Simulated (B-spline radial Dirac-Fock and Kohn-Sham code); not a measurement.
# Inner shells of Nb³¹⁺

What does theory give for the Nb³¹⁺ ion? The session works out its X-ray form factor and Compton profile and the binding energy of each subshell.

Program: B-spline radial Dirac-Fock and Kohn-Sham code, version 2. Model: a free atom or ion on a radial basis; each step names its model. All values are calculated, but those marked as tabulated.

**1. What is computed**

Nb³¹⁺, [He] 2s2 2p6.

* nuclear charge: 41
* electrons: 10
* mass number: 93
* nuclear rms radius: 4.324 fm

Outer shells as boxes (Hund's rule, for the drawing alone; heavy ions are jj-coupled, and the calculation averages over the configuration):

```
[He] core
2s [↑↓]
2p [↑↓][↑↓][↑↓]
```

**2. Scattering by the electron cloud**

Model: Dirac-Fock average of configuration, finite nucleus; form factor of the spherical density, Waller-Hartree incoherent function, impulse-approximation Compton profiles.

Settings, as recorded:

```ini
task = scatter
Z = 41
charge = 31
configuration = 1s2 2s2 2p6
mass_number = 93
rms_radius = 4.324  # fm
s = [0.0, 0.05, 0.1, 0.15, 0.2, 0.25, 0.3, 0.35, 0.4, 0.45, 0.5, 0.6, 0.7, 0.8, 0.9, 1.0, 1.1, 1.2, 1.4, 1.6, 1.8, 2.0, 2.5, 3.0, 3.5, 4.0, 5.0, 6.0]  # 1/A
pz = [0, 0.1, 0.14, 0.21, 0.29, 0.42, 0.6, 0.86, 1.2, 1.8, 2.5, 3.6, 5.2, 7.4, 11.0, 15.0, 22.0, 31.0, 45.0, 64.0, 92.0]  # a.u.
photon_energy = [1000, 2000, 5000, 8047.8, 10000, 20000, 100000, 1000000]  # eV
```

The program writes no log. Results of the run, from its result record (rounded, main fields):

```text
{
  "status": "converged",
  "form_factor [e]": [10.0, 9.9965, 9.9859, 9.9684, 9.9439, 9.9125, 9.8744, 9.8295, 9.7782, 9.7204, 9.6563, 9.5102, 9.3414, 9.1516, 8.9429, 8.7174, 8.4771, 8.2245, 7.6908, 7.134, 6.5704, 6.0143, 4.7288, 3.672, 2.8709, 2.2981, 1.6359, 1.3226],
  "incoherent": [-2.9221e-12, 0.0040673, 0.016254, 0.036514, 0.064773, 0.10092, 0.14484, 0.19634, 0.25526, 0.32138, 0.39446, 0.56045, 0.75093, 0.96338, 1.195, 1.4431, 1.7045, 1.9766, 2.5412, 3.1159, 3.6827, 4.2276, 5.4349, 6.3794, 7.0796, 7.5902, 8.26, 8.6922],
  "compton_total [1/a.u.]": [0.40411, 0.40408, 0.40405, 0.40398, 0.40386, 0.40358, 0.40302, 0.40188, 0.39978, 0.39443, 0.38568, 0.36697, 0.33117, 0.27282, 0.18053, 0.10743, 0.045322, 0.01803, 0.0055403, 0.0014514, 0.00029749],
  "shells": ["1s1/2", "2s1/2", "2p1/2", "2p3/2"],
  "occupation": [2.0, 2.0, 2.0, 4.0],
  "mean_momentum [a.u.]": [36.391, 13.009, 17.352, 16.815],
  "r2 [bohr^2]": 0.19101,
  "r_inverse [1/bohr]": 161.4,
  "r1 [bohr]": 1.1866,
  "coherent [b]": [66.464, 66.282, 65.03, 62.764, 60.865, 47.999, 6.5273, 0.091122],
  "incoherent_cross_section [b]": [0.0035003, 0.013902, 0.084491, 0.21071, 0.31594, 1.0341, 3.6358, 2.0851]
}
```

Form factor and incoherent function, every second point:

```tsv
s (1/Å)	f (e)	f / N	S(s)
0	10.00	1.000	0
0.100	9.986	0.999	0.01625
0.200	9.944	0.994	0.06477
0.300	9.874	0.987	0.1448
0.400	9.778	0.978	0.2553
0.500	9.656	0.966	0.3945
0.700	9.341	0.934	0.7509
0.900	8.943	0.894	1.195
1.10	8.477	0.848	1.705
1.40	7.691	0.769	2.541
1.80	6.570	0.657	3.683
2.50	4.729	0.473	5.435
3.50	2.871	0.287	7.080
5.00	1.636	0.164	8.260
```

**3. Binding energies**

Model: Dirac-Fock average of configuration, Delta-SCF, finite nucleus, first-order Breit with its frequency dependence, self-energy and vacuum polarisation.

Recorded inputs:

```ini
task = binding
```

The program writes no log. Results of the run, from its result record (rounded, main fields):

```text
{
  "status": "converged",
  "shells": ["K", "L1", "L2", "L3"],
  "total_energy_parts [Ha]": [-3077.9008, 2.09704361, -0.181501082, -0.0131254386, 1.63086628, -0.181587884],
  "koopmans [eV]": [20803.1, 4335.74, 4121.74, 4021.23],
  "dirac_coulomb [eV]": [20782.9, 4333.55, 4118.41, 4018.19],
  "gaunt [eV]": [-35.6205, -3.26853, -5.81682, -4.16597],
  "retardation [eV]": [2.30938, 0.180077, 0.633726, 0.635152],
  "breit_frequency [eV]": [0.161821, -0.018235, 0.000135485, 0.08333],
  "self_energy [eV]": [-18.9239, -2.29962, 0.162477, -0.0441133],
  "vacuum_polarisation [eV]": [2.15339, 0.241857, -0.00833326, -0.0121528],
  "binding [eV]": [20733.0, 4328.39, 4113.38, 4014.69],
  "mean_radius [bohr]": [0.0360496, 0.154186, 0.131594, 0.135731]
}
```

total_energy_parts: Dirac-Coulomb, Gaunt, retardation, frequency dependence, self-energy, vacuum polarisation. 

Each level as Koopmans' value plus corrections (eV):

```tsv
level	-ε	relaxation	Breit	QED	binding
1s	20803.1	-20.23	-33.15	-16.77	20733.0
2s	4335.7	-2.19	-3.11	-2.06	4328.4
2p1/2	4121.7	-3.33	-5.18	0.15	4113.4
2p3/2	4021.2	-3.04	-3.45	-0.06	4014.7
```

**4. Results**

| quantity | value |
| --- | --- |
| rms radius of the electron cloud | 0.138 bohr |
| form factor halves at | 2.4 1/Å |
| Compton profile at zero | 0.4041 1/a.u. |
| deepest level listed, K (1s) | 20733.0 eV |
| least bound, L3 (2p3/2) | 4014.7 eV |
| Kα1 | 16718.3 eV |
| ionisation energy, NIST (semi-empirical) | 4020.10 eV |

**Reading.** f falls from 10 to half of that at s = 2.4 1/Å. Incoherent scattering outweighs coherent from 1000 keV on, among the energies asked. The K (1s) level lies 20.2 eV under Koopmans' value by relaxation alone; Breit gives -33.15 and QED -16.77 eV. NIST's ionisation energy differs by +5.41 eV from the least binding energy; correlation is missing from the calculation. The Hartree-Fock and Dirac-Fock values hold no electron correlation.
